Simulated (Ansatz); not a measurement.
AlCd: equation of state with PBE

Crystal: AlCd.

```
CELL_PARAMETERS angstrom
1.89469 1.09390 3.14438
-1.89469 1.09390 3.14438
0.00000 -2.18780 3.14438
ATOMIC_POSITIONS crystal
Al 0.50000 0.50000 0.50000
Cd 0.00000 0.00000 0.00000
```

The cell was built by a generator and needn't be a form met in nature.

- Program: Ansatz 0.2.0
- Task: equation of state
- Functional: PBE
- Potentials or basis: all-electron LAPW, scalar-relativistic
- Basis error allowed: 0.0005 eV/atom
- k mesh: 9 × 9 × 9
- Occupations: fermi-dirac, width 0.05 eV
- Spin: no spin polarisation

```
Equilibrium volume : outside the volumes run
```

Energy against volume, from the lowest point:
| volume (Å³/atom) | energy (meV/atom) |
| --- | --- |
| 18.378 | 163.27 |
| 18.769 | 124.03 |
| 19.160 | 90.29 |
| 19.551 | 61.49 |
| 19.942 | 37.13 |
| 20.333 | 16.77 |
| 20.724 | 0.00 |

All runs of the series together: 96 s on 1 thread of Arm Neoverse V2, on a shared host.
